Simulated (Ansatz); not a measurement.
# C₂H₃F₂Ga: up Jacob's ladder to CCSD(T)

An exercise on one series of results from a longer session: the logs are not shown, and one member is left open.

Computed with Ansatz 0.2.0, Gaussian basis. Level: functionals in def2-TZVPP, the program's frozen cores in correlated methods.

The runs, in order: LDA (SPW92), PBE-D4, revPBE-D4, BLYP-D4, r2SCAN-D4, B97M-V, PBE0-D4, B3LYP-D4, r2SCANh-D4, r2SCAN0-D4, HSE06-D4, BHLYP-D4, CAM-B3LYP-D4, LC-ωPBE, ωB97X-V, ωB97M-V, B2PLYP, PBE-QIDH; CCSD(T)/def2-SVP; CCSD(T)/def2-TZVPP; MP2/def2-QZVPP; extrapolation to the limit; RPA on PBE.

## Structure used throughout

The geometry comes from an earlier relaxation with PBE0-D4 in a triple-zeta def2 set; it is a stationary point, not always the lowest conformer.

SMILES `F/C=[C](/F)[GaH2]`, 8 atoms, charge 0, spin multiplicity 1.

Atoms are counted from 1 here; the program's logs count them from 0.

Bond lengths: F1–C2 1.333 Å, C2–C3 1.330 Å, C2–H6 1.085 Å, C3–F4 1.357 Å, C3–Ga5 1.965 Å, Ga5–H7 1.562 Å, Ga5–H8 1.559 Å. Angles: F1–C2–C3 121.1°, F1–C2–H6 113.7°, C3–C2–H6 125.3°, C2–C3–F4 115.1°, C2–C3–Ga5 126.9°, F4–C3–Ga5 118.0°, C3–Ga5–H7 116.6°, C3–Ga5–H8 119.1°, H7–Ga5–H8 124.3°.

The first run:

File in.yaml:

```yaml
crystal:
  periodic: [false, false, false]
  atoms:
    - {symbol: F, position_ang: [-1.475992, 1.416121, -0.156533]}
    - {symbol: C, position_ang: [-0.948396, 0.684559, 0.824318]}
    - {symbol: C, position_ang: [0.036282, -0.176793, 0.584860]}
    - {symbol: F, position_ang: [0.482913, -0.858005, 1.670272]}
    - {symbol: Ga, position_ang: [0.884766, -0.546034, -1.149139]}
    - {symbol: H, position_ang: [-1.398084, 0.868285, 1.794992]}
    - {symbol: H, position_ang: [2.032771, -1.604921, -1.154933]}
    - {symbol: H, position_ang: [0.385741, 0.216788, -2.413847]}
basis:
  gaussian: {orbitals: def2-TZVPP}
hamiltonian: {xc: lda}
output: {orbitals: {seedname: orbitals}}
```

Among the steps run: LDA; PBE-D4 (GGA); revPBE-D4 (GGA); BLYP-D4 (GGA); r2SCAN-D4 (meta-GGA); B97M-V (meta-GGA); PBE0-D4 (hybrid); B3LYP-D4 (hybrid); r2SCANh-D4 (hybrid); r2SCAN0-D4 (hybrid); HSE06-D4 (hybrid); BHLYP-D4 (hybrid); CAM-B3LYP-D4 (range-separated); LC-ωPBE (range-separated); ωB97X-V (range-separated); ωB97M-V (range-separated); B2PLYP (double hybrid); PBE-QIDH (double hybrid).

One of the session's tables, all rows but one given; the rest of the session is left out.

It belongs to the step «Frontier levels by functional». 

| functional | HOMO (eV) | LUMO (eV) | gap (eV) |
| --- | --- | --- | --- |
| LDA (SPW92) | -6.49 | -3.14 | 3.35 |
| PBE-D4 | ? | ? | ? |
| revPBE-D4 | -6.18 | -2.74 | 3.45 |
| BLYP-D4 | -6.15 | -2.81 | 3.35 |
| r2SCAN-D4 | -6.51 | -2.65 | 3.85 |
| B97M-V | -6.59 | -2.81 | 3.78 |
| PBE0-D4 | -7.53 | -2.07 | 5.46 |
| B3LYP-D4 | -7.33 | -2.35 | 4.98 |
| r2SCANh-D4 | -6.98 | -2.37 | 4.61 |
| r2SCAN0-D4 | -7.70 | -1.95 | 5.75 |
| HSE06-D4 | -7.13 | -2.44 | 4.69 |
| BHLYP-D4 | -8.69 | -1.33 | 7.36 |
| CAM-B3LYP-D4 | -8.90 | -1.19 | 7.71 |
| LC-ωPBE | -10.20 | 0.00 | 10.20 |
| ωB97X-V | -9.85 | -0.13 | 9.72 |
| ωB97M-V | -9.76 | -0.32 | 9.44 |

Q: Estimate the row for PBE-D4 from the others.

As computed: HOMO (eV): -6.27; LUMO (eV): -2.86; gap (eV): 3.41. In the column «HOMO (eV)» it lies between LDA (SPW92) (-6.49) and revPBE-D4 (-6.18).
